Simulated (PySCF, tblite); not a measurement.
# CH9B3S2Si: geometry, infrared bands and NMR shifts

Aim: predict the infrared bands and NMR shifts of CH9B3S2Si (`BSBCBS[SiH3]`).

Computed with tblite 0.8.0 and PySCF 2.14.0, with density-fitted response routines of our own, on a single molecule in the gas phase. Atoms are numbered from 0 throughout.

## Step 1: Starting geometry

16 atoms, charge 0, multiplicity 1; geometry from: force field or distance geometry start.

Bonds of the start (Å): B0–S1 1.88, S1–B2 1.89, B2–C3 1.56, C3–B4 1.60, B4–S5 1.89, S5–Si6 2.16, B0–H7 1.18, B0–H8 1.19, B2–H9 1.20, C3–H10 1.09, C3–H11 1.13, B4–H12 1.19, Si6–H13 1.47, Si6–H14 1.47, Si6–H15 1.49.

## Step 2: Optimising the geometry with GFN2-xTB

Job settings and geometry (Å):

```
{"job": {"kind": "relax", "xc": "GFN2-xTB", "basis": "xTB"}, "charge": 0, "multiplicity": 1}
B     -3.779900     1.053500     0.569900
S     -1.933800     1.034200     0.236600
B     -1.498800    -0.741800    -0.253100
C     -0.151500    -1.433900     0.128600
B      0.768000    -0.514100     1.059800
S      1.264700     1.231600     0.517200
Si     3.328600     1.136400    -0.118000
H     -4.237300     0.073200     1.038700
H     -4.436800     1.618200    -0.241500
H     -2.371800    -1.459600    -0.652000
H      0.391400    -1.800400    -0.746800
H     -0.393100    -2.332400     0.777200
H      1.594600    -1.095900     1.685700
H      3.751000    -0.267300    -0.101900
H      3.505300     1.634400    -1.484700
H      4.191900     1.872800     0.840500
```

On the command line:

```bash
$ OMP_NUM_THREADS=1 python probes_run.py task.json out
```

This one command runs all jobs of the session in turn.

**Question.** This job is followed by: GFN2-xTB harmonic vibrations, gas phase; GIAO PBE0/pcSseg-1 NMR shielding, non-relativistic, gas phase. Predict these results of the whole session: strongest single infrared mode (GFN2-xTB); zero-point energy (GFN2-xTB); 13C shifts against TMS (PBE0/pcSseg-1); 1H shifts against TMS (PBE0/pcSseg-1, means over atoms taken as alike); 11B shifts against BF3·OEt2 (PBE0/pcSseg-1); 33S shifts against CS2 (PBE0/pcSseg-1); 29Si shifts against TMS (PBE0/pcSseg-1).

**Answer**, as computed:

| quantity | value |
| --- | --- |
| strongest single infrared mode (GFN2-xTB) | 763 cm⁻¹, 453 km/mol |
| zero-point energy (GFN2-xTB) | 63.0 kcal/mol |
| 13C shifts against TMS (PBE0/pcSseg-1) | 50.1 ppm |
| 1H shifts against TMS (PBE0/pcSseg-1, means over atoms taken as alike) | 7.73, 7.62, 7.27, 4.69, 3.08 ppm |
| 11B shifts against BF3·OEt2 (PBE0/pcSseg-1) | 79.0, 76.3, 71.4 ppm |
| 33S shifts against CS2 (PBE0/pcSseg-1) | 197, -32 ppm |
| 29Si shifts against TMS (PBE0/pcSseg-1) | -54.9 ppm |

Relaxing lowered the energy by 1.742 eV in 239 steps; the close pair that moved most is B4–S5, from 1.894 to 1.769 Å. No mode is imaginary among the 42: a minimum at this level. The strongest single mode, at 763 cm⁻¹, has its largest shares on H14, H15 and H13 (the list is cut at 3 atoms). Unscaled tight-binding wavenumbers are off by several per cent, some by more. Its intensities can rank the bands wrongly. At PBE0/pcSseg-1: Shielding is most anisotropic at S1 (span 736 ppm, paramagnetic term -754 ppm).
